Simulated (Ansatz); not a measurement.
**C₃H₁₂FGeN₃: basis-set convergence**

The task here is to estimate one member of a computed series from the others.

Computed with Ansatz 0.2.0, Gaussian basis. Level: one geometry, several basis sets.

Plan: PBE0-D4/def2-SVP; ωB97M-V/def2-SVP; PBE0-D4/def2-QZVPP; ωB97M-V/def2-QZVPP; the functionals' def2-TZVPP values are taken from earlier runs.

**The geometry**

The geometry comes from an earlier relaxation with PBE0-D4 in a triple-zeta def2 set; it is a stationary point, not always the lowest conformer.

SMILES `C[NH][Ge]([F])([NH]C)[NH]C`, 20 atoms, charge 0, spin multiplicity 1.

Atoms are counted from 1 here; the program's logs count them from 0.

Bond lengths: C1–N2 1.450 Å, C1–H9 1.093 Å, C1–H10 1.099 Å, C1–H11 1.094 Å, N2–Ge3 1.818 Å, N2–H12 1.009 Å, Ge3–F4 1.748 Å, Ge3–N5 1.814 Å, Ge3–N7 1.799 Å, N5–C6 1.450 Å, N5–H13 1.009 Å, C6–H14 1.091 Å, C6–H15 1.094 Å, C6–H16 1.098 Å, N7–C8 1.449 Å, N7–H17 1.008 Å, C8–H18 1.097 Å, C8–H19 1.091 Å and more. Angles: N2–C1–H9 109.5°, N2–C1–H10 114.4°, N2–C1–H11 110.3°, H9–C1–H10 107.5°, H9–C1–H11 106.9°, H10–C1–H11 107.8°, C1–N2–Ge3 120.5°, C1–N2–H12 113.2°, Ge3–N2–H12 113.0°, N2–Ge3–F4 101.4°, N2–Ge3–N5 122.9°, N2–Ge3–N7 107.1°, F4–Ge3–N5 103.2°, F4–Ge3–N7 116.3°, N5–Ge3–N7 106.5°, Ge3–N5–C6 121.4°, Ge3–N5–H13 114.3°, C6–N5–H13 113.5° and more.

The first run:

Input file in.yaml:

```yaml
crystal:
  periodic: [false, false, false]
  atoms:
    - {symbol: C, position_ang: [-2.480865, 0.782033, -0.589451]}
    - {symbol: N, position_ang: [-1.584176, -0.222995, -1.126784]}
    - {symbol: Ge, position_ang: [0.102457, -0.399285, -0.470516]}
    - {symbol: F, position_ang: [0.528312, -1.998238, -1.033218]}
    - {symbol: N, position_ang: [0.467507, -0.474095, 1.305188]}
    - {symbol: C, position_ang: [0.013854, -1.581467, 2.123358]}
    - {symbol: N, position_ang: [1.072099, 0.963149, -1.133558]}
    - {symbol: C, position_ang: [2.476433, 1.168779, -0.841628]}
    - {symbol: H, position_ang: [-1.950606, 1.733231, -0.497491]}
    - {symbol: H, position_ang: [-2.897157, 0.538718, 0.397948]}
    - {symbol: H, position_ang: [-3.317461, 0.949624, -1.273805]}
    - {symbol: H, position_ang: [-2.035979, -1.109227, -1.297250]}
    - {symbol: H, position_ang: [0.423896, 0.417383, 1.775316]}
    - {symbol: H, position_ang: [0.152472, -2.515002, 1.575176]}
    - {symbol: H, position_ang: [0.614012, -1.651413, 3.035149]}
    - {symbol: H, position_ang: [-1.042438, -1.519667, 2.418456]}
    - {symbol: H, position_ang: [0.799529, 1.245644, -2.062312]}
    - {symbol: H, position_ang: [3.145527, 0.656747, -1.543560]}
    - {symbol: H, position_ang: [2.698136, 0.790251, 0.157641]}
    - {symbol: H, position_ang: [2.722848, 2.235230, -0.852660]}
basis:
  gaussian: {orbitals: def2-SVP}
hamiltonian: {xc: pbe0, dispersion: d4}
output: {orbitals: {seedname: orbitals}}
```

On the command line:

```
> ansatz run in.yaml --threads 4 --pin off --events-out ev --progress --plain --max-ram 46080MiB --backend cpu
```

Steps of the session up to this table: PBE0-D4 in def2-SVP; ωB97M-V in def2-SVP; PBE0-D4 in def2-QZVPP; ωB97M-V in def2-QZVPP.

One of the session's tables, all rows but one given; the rest of the session is left out.

It belongs to the step «Functionals by basis». 

```
functional       basis  HOMO (eV)  LUMO (eV)
   PBE0-D4    def2-SVP      -6.35       1.10
   PBE0-D4  def2-TZVPP      -6.53       0.53
   PBE0-D4  def2-QZVPP      -6.58       0.17
   ωB97M-V    def2-SVP          ?          ?
   ωB97M-V  def2-TZVPP      -8.88       2.00
   ωB97M-V  def2-QZVPP      -8.92       1.35
```

**Question.** Estimate the row for ωB97M-V, def2-SVP.

**Answer.** HOMO (eV): -8.69; LUMO (eV): 2.79. In the column «HOMO (eV)» it lies between ωB97M-V, def2-TZVPP (-8.88) and PBE0-D4, def2-QZVPP (-6.58).
